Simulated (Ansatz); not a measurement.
# Y3ScRu4: the cost of one run

Method: DFT PBE, scalar-relativistic, plane waves, PAW, unless a step names another level, in Ansatz 0.2.0.

7 further runs of the same task are left out: 7 set aside as unsound or not needed.

### 1 The formula and the candidates

Pauling electronegativities: Y 1.22, Sc 1.36, Ru 2.20 (spread 0.98). It is an alloy, so charge balance gives no guide. Tabulated atomic sizes suggest about 17 Å³/atom. 20 candidates were drawn, by swapping species into database cells of other compounds, at random by space group and Wyckoff sites, or by hand, as the table says:

```tsv
name	made from	space group no.	Wyckoff sites	atoms (primitive cell)	V (Å³/atom)
c01	random	191	Y 3f; Sc 1a; Ru 2d, 2c	8	18.7
c02	random	191	Y 3f; Sc 1b; Ru 3g, 1a	8	22.0
c03	random	216	Y 4d, 4b, 4c; Sc 4a; Ru 16e	8	19.9
c04	random	191	Y 3g; Sc 1b; Ru 2d, 2c	8	21.0
c05	random	166	Y 9e; Sc 3b; Ru 9d, 3a	8	18.9
c06	random	123	Y 2f, 1c; Sc 1b; Ru 4m	8	18.2
c07	random	229	Y 6b; Sc 2a; Ru 8c	8	20.9
c08	random	191	Y 3g; Sc 1b; Ru 4h	8	17.8
c09	random	191	Y 3f; Sc 1b; Ru 2c, 2d	8	19.2
c10	database cell of Li3CrS4	215	Y 3d; Sc 1a; Ru 4e	8	23.9
c11	random	217	Y 6b; Sc 2a; Ru 8c	8	18.8
c12	random	215	Y 3c; Sc 1a; Ru 4e	8	20.7
c13	database cell of EuCu4P3	123	Y 1a, 2h; Sc 1b; Ru 4i	8	15.5
c14	random	139	Y 2a, 4d; Sc 2b; Ru 8j	8	20.3
c15	database cell of Mg3MnO4	221	Y 3c; Sc 1a; Ru 3d, 1b	8	14.6
c16	random	221	Y 3d; Sc 1a; Ru 1b, 3c	8	19.2
c17	random	166	Y 9d; Sc 3b; Ru 9e, 3a	8	20.3
c18	random	216	Y 4b, 4a, 4c; Sc 4d; Ru 16e	8	21.5
c19	random	160	Y 9b; Sc 3a; Ru 9b, 3a	8	18.6
c20	random	189	Y 3f; Sc 1a; Ru 2d, 2c	8	21.7
```

### 2 Screening run of c04

input.yaml reads:

```yaml
crystal:
  lattice:
    - [6.43403226, 0.0, 0.0]
    - [-3.21701613, 5.57203538, 0.0]
    - [0.0, 0.0, 4.67946393]
  atoms:
    - { symbol: "Y", position: [0.5, 0.0, 0.5] }
    - { symbol: "Y", position: [0.0, 0.5, 0.5] }
    - { symbol: "Y", position: [0.5, 0.5, 0.5] }
    - { symbol: Sc, position: [0.0, 0.0, 0.5] }
    - { symbol: Ru, position: [0.33333333, 0.66666667, 0.5] }
    - { symbol: Ru, position: [0.66666667, 0.33333333, 0.5] }
    - { symbol: Ru, position: [0.33333333, 0.66666667, 0.0] }
    - { symbol: Ru, position: [0.66666667, 0.33333333, 0.0] }
basis:
  ecutwfc: 420
kpoints:
  mp_grid: { grid: [3, 3, 4] }
hamiltonian:
  xc: pbe
scf:
  occupations: { method: gaussian, width: 0.2 }
  lower_state_search: "off"
output:
  forces: true
  stress: true
  eigenvalues: true
relax:
  adjacent_minimum: "off"
  f_tol: 0.08
  max_steps: 16
  cell: { stress_tol: 0.8 }
```

Run with:

```console
$ ansatz run input.yaml --threads 1 --pin off --max-ram 2560MiB --backend cpu --events-out ev --progress --plain --runs-dir out
```

What time and memory should one allow on 1 thread of Arm Neoverse V1, shared host?

About 2.2 min, with a peak of 0.61 GiB.
